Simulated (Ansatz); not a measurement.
Write a Python script for Ansatz 0.2.0, Python API that makes a check of PAW against all-electron LAPW of TaRh3, space group Pm-3m. Settings (first run): LDA, PAW, the default cutoff (420 eV here), 7×7×7 k-points, Methfessel-Paxton smearing of 0.1 eV.

```cif
data_structure
_symmetry_space_group_name_H-M 'P 1'
_symmetry_Int_Tables_number 1
_cell_length_a 3.8600
_cell_length_b 3.8600
_cell_length_c 3.8600
_cell_angle_alpha 90.000
_cell_angle_beta 90.000
_cell_angle_gamma 90.000
_cell_volume 57.51
loop_
_atom_site_label
_atom_site_type_symbol
_atom_site_fract_x
_atom_site_fract_y
_atom_site_fract_z
_atom_site_occupancy
Ta1 Ta 0.00000 0.00000 0.00000 1
Rh1 Rh 0.00000 0.50000 0.50000 1
Rh2 Rh 0.50000 0.00000 0.50000 1
Rh3 Rh 0.50000 0.50000 0.00000 1
```

`paw_lapw_tarh3.py`
```python
"""PAW against all-electron LAPW for TaRh3."""

import ansatz as az
import numpy as np


def count_gap(report):
    # lowest empty less highest filled band, counting bands; zero where they overlap
    return max(report.get("gap_by_band_count_ev") or 0.0, 0.0)


def main() -> None:
    vectors = np.array([
        [3.86, 0.0, 0.0],
        [0.0, 3.86, 0.0],
        [0.0, 0.0, 3.86],
    ])
    cell = (
        az.Lattice.of(vectors)
        .atom("Ta", (0.0, 0.0, 0.0))
        .atom("Rh", (0.0, 0.5, 0.5))
        .atom("Rh", (0.5, 0.0, 0.5))
        .atom("Rh", (0.5, 0.5, 0.0))
    )

    base = (
        cell.calculation()
        .functional("lda")
        .kpoints(7, 7, 7)
        .occupations("methfessel_paxton")
        .stress()
        .forces()
        .band_table()
    )
    variants = {
        "PAW": base.pseudopotentials("paw"),
        "LAPW": base.pseudopotentials("all_electron", lapw=True),
    }
    # totals differ by the cores that each treatment holds, so compare what does not depend on them
    rows = []
    for label, variant in variants.items():
        summary = variant.run().report
        levels = np.array(summary["eigenvalues_ev"][0]) - summary["fermi_energy_ev"]
        print(label, "levels at the first k-point near E_F:", np.round(levels[np.abs(levels) < 5], 3))
        rows.append((label, summary["n_electrons"], np.trace(summary["stress_gpa"]) / 3, count_gap(summary)))
    lines = [",".join(["treatment", "electrons in bands", "P GPa", "gap by band count eV"])] + [",".join(f"{v:.4f}" if isinstance(v, float) else str(v) for v in row) for row in rows]
    print("\n".join(lines))
    with open("paw_lapw.csv", "w") as handle:
        handle.write("\n".join(lines) + "\n")


if __name__ == "__main__":
    main()
```

```console
$ python paw_lapw_tarh3.py
DeckWarning: basis.ecutwfc = 420 eV, auto-derived from the records' recommended cutoffs: set by Ta (normal level)
PAW levels at the first k-point near E_F: [-2.615 -2.615 -2.615 -0.544 -0.544  0.424  0.955  0.955  0.955  3.127
  3.127  3.311  3.311  3.311  4.504  4.504]
LAPW levels at the first k-point near E_F: [-2.615 -2.615 -2.615 -0.543 -0.543  0.428  0.957  0.957  0.957  3.131
  3.131  3.308  3.308  3.308  4.509  4.509  4.509]
treatment,electrons in bands,P GPa,gap by band count eV
PAW,64.0000,-9.1507,0.0000
LAPW,142.0000,-8.9955,0.0000
```
(Warnings from the package without file and line.)

PAW gives -9.151 GPa and LAPW -8.995 GPa, 0.16 GPa apart. They took 1.6 and 40.8 s of processor time.

Notes:
- The computed bands are complete only to about 3.9 eV above the Fermi level.
- The mesh is modest for a metal, so energies can be off by several to tens of meV an atom and pressures by half a GPa or more; differences at equal mesh fare better.
- A gap by band count of zero or less means overlapping bands, a metal.
- At these settings the cell as given stands under about -9 GPa, so it isn't at this functional's equilibrium volume.
- The structure is a deposited one; some such entries were measured under pressure or heat, so a shift against it needn't be the functional's error alone.
- Gaps and levels are Kohn-Sham values on a finite set of k-points, without spin-orbit coupling.
- Pressure is positive in compression; the treatments may keep other shells as core, so totals and counts of electrons can differ.
- Hardware and time: 43 s on 1 thread of Arm Neoverse V2, on a shared host, peak memory 0.74 GiB.
